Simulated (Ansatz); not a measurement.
# BrH3Si: the cost of one run

Computed with Ansatz 0.2.0 (the levels named in each step, unless a step's input says otherwise).

**1. The starting structure**

Bond lengths: Si1–Br2 2.210 Å, Si1–H3 1.452 Å, Si1–H4 1.456 Å, Si1–H5 1.452 Å. Angles: Br2–Si1–H3 105.7°, Br2–Si1–H4 105.5°, Br2–Si1–H5 105.7°, H3–Si1–H4 113.0°, H3–Si1–H5 113.0°, H4–Si1–H5 113.1°.

As a file:

```xyz
5

Si   -1.5788    0.0694   -0.0175
Br    0.6294   -0.0277    0.0070
H    -1.9071    1.4532   -0.3125
H    -2.0011   -0.3450    1.3127
H    -2.0002   -0.8485   -1.0611
```

**2. A rough first relaxation, PBE-D4/def2-SVP**

This run stands in another session on the same molecule. It ended at:

```xyz
5

Si   -1.5289    0.0672   -0.0159
Br    0.7095   -0.0309    0.0070
H    -1.9489    1.4759   -0.3163
H    -2.0457   -0.3492    1.3297
H    -2.0436   -0.8615   -1.0759
```

**3. Relaxation, PBE0-D4/def2-TZVPP**

This run stands in another session on the same molecule. It ended at:

```xyz
5

Si   -1.5347    0.0675   -0.0159
Br    0.6823   -0.0297    0.0067
H    -1.9387    1.4601   -0.3129
H    -2.0344   -0.3448    1.3149
H    -2.0323   -0.8515   -1.0641
```

**4. Frequencies, PBE0-D4/def2-TZVPP**

The input, input.yaml:

```yaml
crystal:
  periodic: [false, false, false]
  atoms:
    - { symbol: Si, position_ang: [-1.53465637, 0.06745165, -0.0159318] }
    - { symbol: Br, position_ang: [0.68231637, -0.02972456, 0.00667373] }
    - { symbol: H, position_ang: [-1.938659, 1.46007782, -0.31288487] }
    - { symbol: H, position_ang: [-2.03435967, -0.3448063, 1.31491319] }
    - { symbol: H, position_ang: [-2.03231133, -0.85149862, -1.06411026] }
basis:
  gaussian: { orbitals: def2-TZVPP }
hamiltonian:
  xc: pbe0
  dispersion: d4
phonons: {}
```

On the command line:

```sh
$ ansatz run input.yaml --threads 2 --pin off --max-ram 5120MiB --backend cpu --events-out ev --progress --plain --runs-dir out
```

Q: Estimate wall time and peak memory on 2 threads of AMD EPYC 9R45 (Zen 5), shared host.

About 14 s, with a peak of 0.25 GiB.
